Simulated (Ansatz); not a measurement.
## Cl₂FIZr, SMILES [F][Zr]([Cl])([Cl])[I]: a ladder of methods at one geometry

Computed with Ansatz's Python interface.

The script, `cl2fizr.py`:
```python
"""One geometry of Cl2FIZr, method by method."""

from pathlib import Path

import ansatz as az
import numpy as np

BASIS = "def2-SVP"

GEOMETRY = """
F    -0.40310   -0.22980    2.37270
Zr    0.03600   -0.04070   -0.13630
Cl    2.22380   -1.50150   -0.32250
Cl   -1.90720   -1.38830   -1.39530
I     0.10050    3.08670   -0.56000
"""


def main() -> None:
    mol = az.Crystal.molecule()
    for line in GEOMETRY.strip().splitlines():
        symbol, *xyz = line.split()
        mol = mol.atom(symbol, [float(v) for v in xyz])

    job = (
        mol.calculation()
        .basis(gaussian=BASIS)
        .scf(lower_state_search="light")
    )

    print("functional    E (Ha)        dipole (D)   HOMO (eV)  LUMO (eV)")
    for name in ["r2scan", "pbe", "pbe0", "revpbe"]:
        data = job.functional(name).forces().orbitals().run(runs_dir="runs").report
        lines = Path(data["orbitals_path"]).read_text().splitlines()
        field_of = lambda key: [line.split("=")[1].strip() for line in lines if line.startswith(key)]
        orbitals = [(27.211386 * float(e), s, float(n)) for e, s, n in zip(field_of("Ene="), field_of("Spin="), field_of("Occup="))]
        homo = max(e for e, _, n in orbitals if n > 0.5)
        lumo = min(e for e, _, n in orbitals if n < 0.5)
        dipole = 4.803205 * np.linalg.norm(data["charge_distribution"]["dipole_moment_e_ang"])
        print(f"{name:10s} {data['free_energy_ev'] / 27.211386246:14.6f} {dipole:9.3f} {homo:11.3f} {lumo:10.3f}")


if __name__ == "__main__":
    main()
```

Output of `python cl2fizr.py`:
```text
functional    E (Ha)        dipole (D)   HOMO (eV)  LUMO (eV)
r2scan       -1364.818304     2.921      -7.674     -5.565
pbe          -1364.315806     2.693      -7.288     -5.428
pbe0         -1364.362636     3.186      -8.484     -5.057
revpbe       -1364.665529     2.690      -7.244     -5.382
```

Caveats:
- These settings explore the input space; basis and method may be short of convergence.
- The geometry is a force-field or estimated start, not a minimum of this method, and the basis set is short of its limit. A lower total doesn't mark the better method: functionals have no common bound, and MP2 and coupled cluster aren't variational.
- def2 sets replace the cores of elements past krypton by effective core potentials.
- Levels such as HOMO and LUMO are orbital energies: with these approximate functionals they aren't the ionisation energy and electron affinity, and their gap isn't the fundamental gap.
- It ran for 37 s on 1 thread of Arm Neoverse V1, with other jobs on the host, peak memory 0.34 GiB.
